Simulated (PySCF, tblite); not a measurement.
# C₅H₇F₂NOSi: infrared bands, NMR shifts and electronic excitations in gas and solvents

Aim: compute the infrared bands, NMR shifts and electronic excitations of C₅H₇F₂NOSi (`N#C[C@@]1(C(F)F)CCO[SiH2]1`), and see what a dielectric continuum does where one was used.

The runs use tblite 0.8.0 and PySCF 2.14.0, with density-fitted response routines of our own; the level of theory stands in each step. All values are computed, except where a source is named. Atoms count from 0, in the outputs and in this text.

**1. The starting structure**

17 atoms, charge 0, multiplicity 1; geometry from: force field or distance geometry start.

Bonds of the start (Å): N0–C1 1.13, C1–C2 1.47, C2–C3 1.49, C3–F4 1.41, C3–F5 1.38, C2–C6 1.52, C6–C7 1.53, C7–O8 1.39, O8–Si9 1.75, Si9–C2 1.87, C3–H10 1.13, C6–H11 1.10, C6–H12 1.09, C7–H13 1.10, C7–H14 1.12, Si9–H15 1.47, Si9–H16 1.47.

**2. Relaxing the molecule with GFN2-xTB**

The job: settings as JSON, then the geometry in Å.

```
{"job": {"kind": "relax", "xc": "GFN2-xTB", "basis": "xTB"}, "charge": 0, "multiplicity": 1}
N     -0.525900     0.437100    -2.758900
C     -0.521200     0.231900    -1.651800
C     -0.493200    -0.069600    -0.212700
C     -1.781700    -0.647400     0.271500
F     -1.647500    -0.890700     1.649000
F     -2.779500     0.298000     0.138800
C      0.704600    -0.971100     0.039400
C      1.850500     0.009800    -0.196900
O      1.779600     0.976300     0.795500
Si     0.084000     1.406600     0.780500
H     -2.030200    -1.612000    -0.260700
H      0.720500    -1.323600     1.079200
H      0.710200    -1.831000    -0.630700
H      2.807900    -0.523200    -0.081900
H      1.696800     0.423500    -1.224700
H     -0.142100     2.686600     0.102100
H     -0.439700     1.410800     2.152200
```

The run is started by

```bash
OMP_NUM_THREADS=1 python probes_run.py task.json out
```

One launch serves the whole session: the jobs run in the order shown.

The program printed:

```text
step      E/eV     max force
  0    -883.15298    3.369
  1    -883.24989    7.103
  2    -883.57395    0.903
  3    -883.62243    0.686
  4    -883.65905    0.500
  5    -883.68308    0.437
  6    -883.70110    0.405
  7    -883.72175    0.355
  8    -883.74118    0.359
  9    -883.75731    0.328
 10    -883.77084    0.319
 11    -883.78494    0.324
 12    -883.79853    0.294
 13    -883.81001    0.236
 14    -883.81878    0.251
 15    -883.82588    0.215
 16    -883.83264    0.221
 17    -883.83802    0.172
 18    -883.84161    0.119
 19    -883.84466    0.143
 20    -883.84812    0.157
 21    -883.85187    0.157
 22    -883.85511    0.132
 23    -883.85735    0.103
 24    -883.85901    0.086
 25    -883.86059    0.097
 26    -883.86203    0.089
 27    -883.86302    0.063
 28    -883.86355    0.047
 29    -883.86387    0.042
 30    -883.86417    0.050
 31    -883.86450    0.055
 32    -883.86487    0.052
 33    -883.86527    0.048
 34    -883.86565    0.044
 35    -883.86599    0.046
 36    -883.86626    0.043
 37    -883.86647    0.031
 38    -883.86664    0.035
 39    -883.86679    0.034
 40    -883.86694    0.030
 41    -883.86710    0.038
 42    -883.86729    0.037
 43    -883.86751    0.039
 44    -883.86774    0.039
 45    -883.86797    0.035
 46    -883.86819    0.038
 47    -883.86838    0.032
 48    -883.86853    0.030
 49    -883.86865    0.027
 50    -883.86876    0.029
 51    -883.86889    0.028
 52    -883.86901    0.027
 53    -883.86912    0.028
 54    -883.86920    0.023
 55    -883.86929    0.025
 56    -883.86943    0.037
 57    -883.86958    0.035
 58    -883.86970    0.027
 59    -883.86977    0.019
 60    -883.86982    0.019
 61    -883.86987    0.022
 62    -883.86992    0.020
 63    -883.86995    0.020
 64    -883.86998    0.015
 65    -883.87001    0.015
 66    -883.87003    0.009
```

Wall time 0.53 s (1 thread of Arm Neoverse V1, shared host); peak memory 0.18 GiB.

Along the way: (not every step is listed)

| step | energy from step 0 (eV) | largest force (eV/Å) |
| --- | --- | --- |
| 0 | 0.0000 | 3.3686 |
| 1 | -0.0969 | 7.1027 |
| 2 | -0.4210 | 0.9028 |
| 3 | -0.4695 | 0.6864 |
| 4 | -0.5061 | 0.5000 |
| 5 | -0.5301 | 0.4371 |
| 6 | -0.5481 | 0.4052 |
| 7 | -0.5688 | 0.3548 |
| 8 | -0.5882 | 0.3586 |
| 13 | -0.6570 | 0.2362 |
| 18 | -0.6886 | 0.1186 |
| 23 | -0.7044 | 0.1035 |
| 28 | -0.7106 | 0.0471 |
| 33 | -0.7123 | 0.0479 |
| 38 | -0.7137 | 0.0350 |
| 43 | -0.7145 | 0.0390 |
| 48 | -0.7156 | 0.0304 |
| 53 | -0.7161 | 0.0277 |
| 58 | -0.7167 | 0.0269 |
| 61 | -0.7169 | 0.0222 |
| 62 | -0.7169 | 0.0200 |
| 63 | -0.7170 | 0.0196 |
| 64 | -0.7170 | 0.0146 |
| 65 | -0.7170 | 0.0150 |
| 66 | -0.7171 | 0.0092 |

Distances of close pairs at the start and the end, largest changes first:

| bond | before (Å) | after (Å) | change (Å) |
| --- | --- | --- | --- |
| O8–Si9 | 1.749 | 1.629 | -0.121 |
| C2–Si9 | 1.871 | 1.948 | +0.078 |
| C3–F4 | 1.405 | 1.357 | -0.048 |
| C1–C2 | 1.471 | 1.432 | -0.038 |
| C3–F5 | 1.381 | 1.354 | -0.027 |
| C3–H10 | 1.129 | 1.103 | -0.027 |
| C2–C3 | 1.493 | 1.518 | +0.025 |
| C7–O8 | 1.387 | 1.412 | +0.025 |

The final coordinates are the input of the step that follows.

**3. Infrared spectrum with GFN2-xTB**

The job: settings as JSON, then the geometry in Å.

```
{"job": {"kind": "ir", "xc": "GFN2-xTB", "basis": "xTB"}, "charge": 0, "multiplicity": 1}
N     -0.810105     0.533226    -2.726574
C     -0.696793     0.268563    -1.619021
C     -0.504642    -0.047830    -0.235336
C     -1.774665    -0.668953     0.317867
F     -1.614564    -1.004017     1.623180
F     -2.797265     0.218132     0.288984
C      0.713732    -0.971168    -0.073047
C      1.945785    -0.067610    -0.097224
O      1.664637     1.116858     0.618696
Si     0.094316     1.533405     0.732685
H     -2.101137    -1.576263    -0.217241
H      0.648452    -1.464168     0.899000
H      0.771889    -1.731119    -0.854282
H      2.808388    -0.546285     0.371622
H      2.204372     0.200960    -1.126828
H     -0.208520     2.735390    -0.026788
H     -0.350877     1.482911     2.114396
```

The program printed:

```text
mode    cm-1     km/mol
  1      63.9      2.89
  2      76.2      1.63
  3     121.3      5.22
  4     130.1      3.33
  5     157.8     12.99
  6     179.4      7.16
  7     249.1      0.57
  8     332.1     12.02
  9     398.4      1.99
 10     439.2     17.67
 11     470.0      9.26
 12     498.6      1.14
 13     537.2      3.01
 14     548.7     13.06
 15     564.5     79.43
 16     605.9     13.44
 17     634.1     28.86
 18     694.0    125.73
 19     774.8    176.54
 20     814.4    208.71
 21     850.7     13.25
 22     967.1     25.41
 23    1002.7      7.84
 24    1030.4    175.34
 25    1037.5    120.78
 26    1074.1     50.61
 27    1093.2     87.31
 28    1139.3     64.84
 29    1152.8     31.36
 30    1203.6      4.58
 31    1214.4     29.28
 32    1268.9     23.57
 33    1284.6     58.42
 34    1307.4      2.95
 35    1322.3      3.85
 36    1467.8      2.96
 37    1481.9      1.09
 38    2362.2    295.54
 39    2381.6    162.95
 40    2392.4    251.89
 41    2874.3     43.07
 42    2932.8     23.80
 43    2971.5     23.04
 44    2984.7     28.17
 45    2989.9     21.17
```

It took 0.71 s on 1 thread of Arm Neoverse V1, shared host; peak memory 0.18 GiB.

Which atoms move in the most intense modes:

| cm⁻¹ | km/mol | atoms |
| --- | --- | --- |
| 694 | 125.7 | H16 36 %, H15 35 % |
| 775 | 176.5 | H15 44 %, H16 43 % |
| 814 | 208.7 | O8 34 %, Si9 32 %, C7 11 % |
| 1030 | 175.3 | C3 50 %, F4 16 % |
| 1038 | 120.8 | C3 39 %, C2 25 %, F5 16 % |
| 2362 | 295.5 | H15 72 %, H16 23 % |
| 2382 | 162.9 | H16 73 %, H15 23 % |
| 2392 | 251.9 | C1 58 %, N0 38 % |

**4. Optimising the geometry at PBE0-D3(BJ)/def2-SVP**

The job: settings as JSON, then the geometry in Å.

```
{"job": {"xc": "PBE0", "basis": "def2-SVP", "d3": "d3bj", "grid": 1, "shake": 0.01, "kind": "geom"}, "charge": 0, "multiplicity": 1}
N     -0.789700     0.507670    -2.722390
C     -0.702470     0.264040    -1.621180
C     -0.524840    -0.050150    -0.243990
C     -1.741440    -0.666700     0.314340
F     -1.617380    -1.010700     1.612630
F     -2.801170     0.222950     0.286600
C      0.723310    -0.973170    -0.072800
C      1.961240    -0.062160    -0.102280
O      1.662810     1.122260     0.638050
Si     0.091620     1.530970     0.742710
H     -2.110000    -1.579180    -0.208420
H      0.654260    -1.463250     0.905700
H      0.743610    -1.720910    -0.863880
H      2.791700    -0.543520     0.378630
H      2.199920     0.190200    -1.126570
H     -0.209050     2.749450    -0.019310
H     -0.348940     1.494030     2.112340
```

The program printed:

```text
step   0  E = -812.75102963  max force = 0.071844
step   1  E = -812.75995408  max force = 0.019212
step   2  E = -812.76072078  max force = 0.004893
step   3  E = -812.76105145  max force = 0.001647
step   4  E = -812.76113305  max force = 0.000555
step   5  E = -812.76120139  max force = 0.001343
step   6  E = -812.76123658  max force = 0.001204
step   7  E = -812.76125440  max force = 0.000760
step   8  E = -812.76126204  max force = 0.000506
step   9  E = -812.76126696  max force = 0.000778
step  10  E = -812.76127072  max force = 0.000871
step  11  E = -812.76128231  max force = 0.000730
step  12  E = -812.76129736  max force = 0.000473
step  13  E = -812.76130621  max force = 0.000457
step  14  E = -812.76131262  max force = 0.000379
optimisation converged
```

Run time: 4.6 min. Hardware: 1 thread of Arm Neoverse V1, shared host; peak memory 0.76 GiB.

Step by step:

| step | energy from step 0 (eV) | largest force component (eV/Å) |
| --- | --- | --- |
| 0 | 0.0000 | 3.6944 |
| 1 | -0.2428 | 0.9879 |
| 2 | -0.2637 | 0.2516 |
| 3 | -0.2727 | 0.0847 |
| 4 | -0.2749 | 0.0285 |
| 5 | -0.2768 | 0.0691 |
| 6 | -0.2777 | 0.0619 |
| 7 | -0.2782 | 0.0391 |
| 8 | -0.2784 | 0.0260 |
| 9 | -0.2786 | 0.0400 |
| 10 | -0.2787 | 0.0448 |
| 11 | -0.2790 | 0.0375 |
| 12 | -0.2794 | 0.0243 |
| 13 | -0.2796 | 0.0235 |
| 14 | -0.2798 | 0.0195 |

Distances of close pairs at the start and the end, largest changes first:

| bond | before (Å) | after (Å) | change (Å) |
| --- | --- | --- | --- |
| C2–C3 | 1.474 | 1.522 | +0.049 |
| O8–Si9 | 1.627 | 1.673 | +0.046 |
| Si9–H16 | 1.439 | 1.484 | +0.045 |
| C3–F5 | 1.384 | 1.350 | -0.033 |
| C1–C2 | 1.424 | 1.452 | +0.029 |
| N0–C1 | 1.131 | 1.159 | +0.028 |
| C7–H13 | 1.074 | 1.101 | +0.027 |
| C7–H14 | 1.082 | 1.106 | +0.024 |

The next job starts from the end point, and lists it.

| at the end point | value |
| --- | --- |
| point group (found at 0.08 Å tolerance) | C1 |
| rotational constants (GHz, main isotopes) | 1.471, 1.056, 0.872 |
| dipole moment (D) | 2.94 |

**5. NMR shieldings: PBE0/pcSseg-1**

The job: settings as JSON, then the geometry in Å.

```
{"job": {"kind": "nmr", "xc": "PBE0", "basis": "pcSseg-1"}, "charge": 0, "multiplicity": 1}
N     -1.087493     0.484794    -2.682526
C     -0.860132     0.234643    -1.574204
C     -0.537782    -0.076756    -0.192865
C     -1.761346    -0.640750     0.515922
F     -1.434074    -0.977035     1.781196
F     -2.718491     0.310175     0.574058
C      0.709532    -0.986812    -0.102208
C      1.944042    -0.102106    -0.262081
O      1.762215     1.067748     0.509291
Si     0.161373     1.531689     0.653177
H     -2.186752    -1.529772     0.018421
H      0.715872    -1.443898     0.898964
H      0.685736    -1.793888    -0.850929
H      2.849256    -0.622056     0.087353
H      2.097495     0.162008    -1.324927
H     -0.167050     2.747266    -0.134317
H     -0.237377     1.675998     2.075771
```

Level: GIAO PBE0/pcSseg-1 NMR shielding, non-relativistic, gas phase.

The program printed:

```text
coarse grid: 15720 points
cycle   1  E = -812.9061758371  dE =  1.503e+00  |g| = 9.895e-01  |ddm| = 3.845e+00
cycle   2  E = -812.4693991084  dE =  4.368e-01  |g| = 1.810e+00  |ddm| = 2.353e+00
cycle   3  E = -813.0701016461  dE = -6.007e-01  |g| = 2.783e-01  |ddm| = 1.765e+00
cycle   4  E = -813.0839576067  dE = -1.386e-02  |g| = 1.146e-01  |ddm| = 2.503e-01
cycle   5  E = -813.0864128167  dE = -2.455e-03  |g| = 3.490e-02  |ddm| = 1.064e-01
cycle   6  E = -813.0866522564  dE = -2.394e-04  |g| = 6.779e-03  |ddm| = 3.286e-02
cycle   7  E = -813.0866592504  dE = -6.994e-06  |g| = 1.932e-03  |ddm| = 5.656e-03
final grid: 150984 points
cycle   8  E = -813.1690506094  dE = -3.867e-05  |g| = 1.142e-02  |ddm| = 3.335e-02
cycle   9  E = -813.1690193827  dE =  3.123e-05  |g| = 1.759e-02  |ddm| = 2.062e-02
cycle  10  E = -813.1690740631  dE = -5.468e-05  |g| = 1.447e-03  |ddm| = 1.348e-02
cycle  11  E = -813.1690744463  dE = -3.832e-07  |g| = 5.489e-04  |ddm| = 1.548e-03
cycle  12  E = -813.1690744918  dE = -4.548e-08  |g| = 2.922e-04  |ddm| = 5.348e-04
cycle  13  E = -813.1690745099  dE = -1.810e-08  |g| = 5.161e-05  |ddm| = 2.446e-04
cycle  14  E = -813.1690745104  dE = -5.023e-10  |g| = 1.383e-05  |ddm| = 5.382e-05
converged SCF energy = -813.1690745104

GIAO shielding tensors (ppm)
atom      isotropic    diamagn.    paramagn.     s11        s22        s33       span
  0 N      -48.319     340.268    -388.587   -238.051   -189.541    282.636    520.687
  1 C       59.817     259.832    -200.015    -62.579    -50.656    292.685    355.264
  2 C      149.499     257.989    -108.490    131.458    149.193    167.846     36.388
  3 C       66.035     236.569    -170.534     48.565     71.059     78.482     29.917
  4 F      309.912     473.465    -163.553    225.317    331.965    372.454    147.138
  5 F      294.760     471.643    -176.883    211.478    324.293    348.510    137.032
  6 C      147.431     248.634    -101.204    127.201    155.520    159.571     32.370
  7 C      115.762     243.797    -128.036     75.407    106.648    165.229     89.822
  8 O      293.127     396.034    -102.906    240.585    276.256    362.541    121.955
  9 Si     342.169     879.335    -537.166    300.984    316.419    409.105    108.120
 10 H       25.238      27.480      -2.242     23.439     23.527     28.749      5.310
 11 H       29.191      31.330      -2.139     23.972     28.909     34.692     10.720
 12 H       29.340      30.567      -1.227     25.228     27.302     35.491     10.263
 13 H       26.962      27.622      -0.660     22.040     25.656     33.191     11.151
 14 H       27.185      29.393      -2.209     22.920     25.729     32.905      9.985
 15 H       26.158      28.665      -2.508     23.011     24.290     31.171      8.160
 16 H       26.054      28.649      -2.595     22.512     24.565     31.085      8.573
```

Run time: 43 s. Hardware: 1 thread of Arm Neoverse V1, shared host; peak memory 0.97 GiB.

The references, computed at this level on geometries of the same kind, shield at (ppm): 1H TMS 31.27, 13C TMS 184.4, 29Si TMS 352.0, 19F CFCl3 177.2, 15N NH3 265.7, 17O H2O 334.6. Their shielding less the atom's gives the shift. The references are single molecules in the gas phase, so shifts against H2O, NH3, PH3, H3PO4 or CFCl3 are not on the usual liquid scales and can be off by tens of ppm.

| atoms | environment | σ (ppm) | δ (ppm) | δ scaled to CDCl3 |
| --- | --- | --- | --- | --- |
| C1 | nitrile carbon | 59.8 | 124.6 | 120.5 |
| C3 | sp3 CH bonded to 2 F | 66.0 | 118.4 | 114.4 |
| C7 | sp3 CH2 bonded to O | 115.8 | 68.6 | 66.2 |
| C6 | sp3 CH2 in a ring | 147.4 | 37.0 | 35.4 |
| C2 | fully substituted sp3 carbon bonded to Si, α to a nitrile | 149.5 | 34.9 | 33.4 |
| H10 | hydrogen on an sp3 CH bonded to 2 F | 25.24 | 6.03 | 5.93 |
| H16 | hydrogen on a silicon bonded to C, O, in a 5-membered ring | 26.05 | 5.21 | – |
| H15 | hydrogen on a silicon bonded to C, O, in a 5-membered ring | 26.16 | 5.11 | – |
| H13 | hydrogen on an sp3 CH2 bonded to O | 26.96 | 4.30 | 4.30 |
| H14 | hydrogen on an sp3 CH2 bonded to O | 27.18 | 4.08 | 4.09 |
| H11 | hydrogen on an sp3 CH2 in a ring | 29.19 | 2.08 | 2.18 |
| H12 | hydrogen on an sp3 CH2 in a ring | 29.34 | 1.93 | 2.04 |
| N0 | nitrile nitrogen | -48.3 | 314.0 | – |
| F5 | fluorine of a CF2 group | 294.8 | -117.5 | – |
| F4 | fluorine of a CF2 group | 309.9 | -132.7 | – |
| O8 | oxygen bonded to C, Si, in a 5-membered ring | 293.1 | 41.4 | – |
| Si9 | silicon bonded to C, O, 2 H, in a 5-membered ring | 342.2 | 9.8 | – |

The scaled column applies a straight-line fit of computed shieldings to shifts measured in CDCl3, and one for carbons that bear F (root-mean-square error 0.21 ppm for H, 2.0 ppm for C).

The run also stored atomic charges by several schemes (e):

| atoms | Mulliken | IAO | Hirshfeld | ESP fit |
| --- | --- | --- | --- | --- |
| N0 | -0.23 | -0.24 | -0.22 | -0.46 |
| C1 | 0.23 | 0.12 | 0.07 | 0.39 |
| C2 | -0.87 | -0.31 | -0.07 | -0.25 |
| C3 | 0.68 | 0.46 | 0.15 | 0.22 |
| F4 | -0.29 | -0.29 | -0.08 | -0.17 |
| F5 | -0.29 | -0.29 | -0.09 | -0.19 |
| C6 | -0.16 | -0.27 | -0.07 | -0.17 |
| C7 | 0.12 | -0.05 | 0.01 | 0.08 |
| O8 | -0.62 | -0.64 | -0.23 | -0.46 |
| Si9 | 0.91 | 0.99 | 0.41 | 0.70 |

Mayer bond orders: N0–C1 3.04, C1–C2 0.94, C2–C3 0.96, C3–F4 0.95, C3–F5 0.96, C2–C6 0.97, C6–C7 1.03, C7–O8 0.89, O8–Si9 0.98, Si9–C2 0.73.

Ring of atoms C2, C6, C7, O8, Si9: NICS(0) -6.2, NICS(1) -3.4, NICS(1)zz -3.6 ppm (means of both faces).

**6. Excited states and response: B3LYP/def2-SVPD**

Same as in step 5 but for these lines:

```diff
@@ -1,2 +1,2 @@
-{"job": {"kind": "nmr", "xc": "PBE0", "basis": "pcSseg-1"}, "charge": 0, "multiplicity": 1}
+{"job": {"kind": "uv", "xc": "B3LYP", "basis": "def2-SVPD", "ip": true, "dynamic": true}, "charge": 0, "multiplicity": 1}
 N     -1.087493     0.484794    -2.682526
```

Level: TDDFT B3LYP/def2-SVPD, vertical, gas phase, core orbitals frozen in the response.

The program printed:

```text
coarse grid: 15720 points
cycle   1  E = -813.1588965105  dE =  1.395e+00  |g| = 1.001e+00  |ddm| = 1.057e+01
cycle   2  E = -812.5696364852  dE =  5.893e-01  |g| = 1.993e+00  |ddm| = 4.106e+00
cycle   3  E = -813.3326620624  dE = -7.630e-01  |g| = 2.982e-01  |ddm| = 3.130e+00
cycle   4  E = -813.3484066604  dE = -1.574e-02  |g| = 1.346e-01  |ddm| = 5.307e-01
cycle   5  E = -813.3517908520  dE = -3.384e-03  |g| = 4.758e-02  |ddm| = 3.099e-01
cycle   6  E = -813.3522610471  dE = -4.702e-04  |g| = 8.514e-03  |ddm| = 1.041e-01
cycle   7  E = -813.3522728093  dE = -1.176e-05  |g| = 2.517e-03  |ddm| = 2.343e-02
cycle   8  E = -813.3522741090  dE = -1.300e-06  |g| = 5.066e-04  |ddm| = 6.549e-03
final grid: 150984 points
cycle   9  E = -813.4769214837  dE = -5.060e-05  |g| = 6.535e-03  |ddm| = 2.366e-01
cycle  10  E = -813.4769103272  dE =  1.116e-05  |g| = 1.026e-02  |ddm| = 2.508e-02
cycle  11  E = -813.4769293721  dE = -1.904e-05  |g| = 1.299e-03  |ddm| = 1.512e-02
cycle  12  E = -813.4769296786  dE = -3.065e-07  |g| = 5.501e-04  |ddm| = 2.668e-03
cycle  13  E = -813.4769297366  dE = -5.796e-08  |g| = 1.819e-04  |ddm| = 1.159e-03
cycle  14  E = -813.4769297436  dE = -7.022e-09  |g| = 5.096e-05  |ddm| = 4.793e-04
cycle  15  E = -813.4769297440  dE = -4.713e-10  |g| = 1.503e-05  |ddm| = 1.065e-04
converged SCF energy = -813.4769297440

Static polarisability (au): isotropic 88.851, principal 83.676 87.358 95.520

Singlet excitations
state   eV       nm        f      main configurations
  1   6.6853    185.5   0.00841   H->L 0.93
  2   6.9204    179.2   0.00787   H-1->L 0.62, H-1->L+2 0.10
  3   7.2447    171.1   0.00531   H->L+1 0.82
  4   7.3864    167.9   0.00115   H->L+2 0.80, H-1->L 0.10
  5   7.4724    165.9   0.01944   H-1->L+1 0.50, H-2->L 0.15
  6   7.5641    163.9   0.01930   H-1->L+2 0.50, H-1->L 0.13, H-2->L 0.08
  7   7.7243    160.5   0.00330   H-2->L+1 0.20, H-2->L 0.19, H-1->L+2 0.17
  8   7.7707    159.6   0.03097   H->L+3 0.76, H-2->L+1 0.08
  9   7.9652    155.7   0.03369   H-3->L 0.55, H-2->L 0.31
 10   8.0359    154.3   0.01562   H-1->L+3 0.35, H-1->L+1 0.17, H->L+4 0.15

Triplet excitations (Tamm-Dancoff, eV): 6.0560 6.4051 6.5006 6.5901
Vertical ionisation energy (delta-SCF) = 10.4099 eV
```

It took 7.8 min on 1 thread of Arm Neoverse V1, shared host; peak memory 1.1 GiB.

Frontier orbitals and where they lie:

| orbital | eV | atoms |
| --- | --- | --- |
| HOMO−3 | -9.65 | O8 34 %, N0 17 %, C1 13 % |
| HOMO−2 | -9.41 | N0 24 %, C1 17 %, O8 10 % |
| HOMO−1 | -8.75 | N0 23 %, C2 19 %, O8 15 % |
| HOMO | -8.34 | O8 47 %, C7 12 %, Si9 10 % |
| LUMO | -0.60 | Si9 27 %, N0 13 %, C1 10 % |
| LUMO+1 | -0.16 | N0 18 %, C1 17 %, C6 10 % |
| LUMO+2 | -0.04 | N0 18 %, Si9 17 %, C1 14 % |

With each of the 10 states as a Gaussian band of 0.4 eV half-width at 1/e, the curve within the window shown has maxima at 160 nm (ε 4,000) L/(mol cm). Beyond the last state computed it falls off for lack of states. The curve at chosen wavelengths:

```json
{"nm": "149", "ε (L/mol/cm)": "1148"}
{"nm": "151", "ε (L/mol/cm)": "1846"}
{"nm": "153", "ε (L/mol/cm)": "2605"}
{"nm": "156", "ε (L/mol/cm)": "3552"}
{"nm": "158", "ε (L/mol/cm)": "3899"}
{"nm": "160", "ε (L/mol/cm)": "3977"}
{"nm": "162", "ε (L/mol/cm)": "3815"}
{"nm": "164", "ε (L/mol/cm)": "3474"}
{"nm": "167", "ε (L/mol/cm)": "2779"}
{"nm": "169", "ε (L/mol/cm)": "2293"}
{"nm": "171", "ε (L/mol/cm)": "1852"}
{"nm": "173", "ε (L/mol/cm)": "1489"}
{"nm": "175", "ε (L/mol/cm)": "1217"}
{"nm": "178", "ε (L/mol/cm)": "957"}
{"nm": "180", "ε (L/mol/cm)": "849"}
{"nm": "182", "ε (L/mol/cm)": "767"}
{"nm": "184", "ε (L/mol/cm)": "691"}
{"nm": "186", "ε (L/mol/cm)": "611"}
{"nm": "189", "ε (L/mol/cm)": "480"}
{"nm": "191", "ε (L/mol/cm)": "391"}
{"nm": "193", "ε (L/mol/cm)": "306"}
{"nm": "195", "ε (L/mol/cm)": "230"}
{"nm": "197", "ε (L/mol/cm)": "166"}
{"nm": "200", "ε (L/mol/cm)": "95"}
{"nm": "202", "ε (L/mol/cm)": "63"}
{"nm": "204", "ε (L/mol/cm)": "40"}
```

Ground-state properties from the same run:

| property | computed |
| --- | --- |
| dipole moment (D) | 3.05 |
| polarisability (Å³) | 13.17 |
| HOMO–LUMO gap (eV) | 7.74 |
| −ε(HOMO) (eV) | 8.34 |
| C6 with itself (au) | 3469 |

(Part 1 of 2 ends here.)
